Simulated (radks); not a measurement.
# Be⁺ in 1s1 2s1 3d1: an all-electron calculation

Wanted: eigenvalues, radial structure and energy terms of the beryllium ion Be+.

Program: radks (a radial shooting solver on a logarithmic mesh, Libxc functionals) version 1. Level of theory: non-relativistic Kohn-Sham, OLYP, spin-polarised, spherical densities, point nucleus; open shells are filled with parallel spins first. These are calculated values, not measurements, unless marked.

## (1) The system

```
element       : beryllium (Z = 4)
charge        : +1
electrons     : 3
configuration : 1s1 2s1 3d1
```

Outer shells as boxes (Hund's rule):

Be⁺
```
1s [↑ ]
2s [↑ ]
3d [↑ ][  ][  ][  ][  ]
```

## (2) The run

The run's settings:

```text
Z 4
configuration 1s1 2s1 3d1
relativity non-relativistic
functional optx,lyp
spin polarised
nucleus point
```

Q: Predict the outcome of this run.

**Answer**, as computed:

| quantity | value |
| --- | --- |
| total energy | -9.53355 hartree |
| exchange-correlation share of it | 17.51 % |
| −T/E | 1.0000 |
| highest occupied level | 3d up, -4.442 eV |
| most extended occupied level | 3d up, <r> = 4.67 bohr |
| radius at density 0.001 e/bohr³ | 4.30 bohr |
| maxima of the radial density | 2 |

3 principal shells are occupied and 2 maxima appear in the radial density; where shells overlap, one shows as a shoulder or not at all. −T/E = 1.0000, near the virial value of 1. This is not the tabulated ground configuration, so its levels and sizes aren't those of the ground state, and no measured value stands beside it.
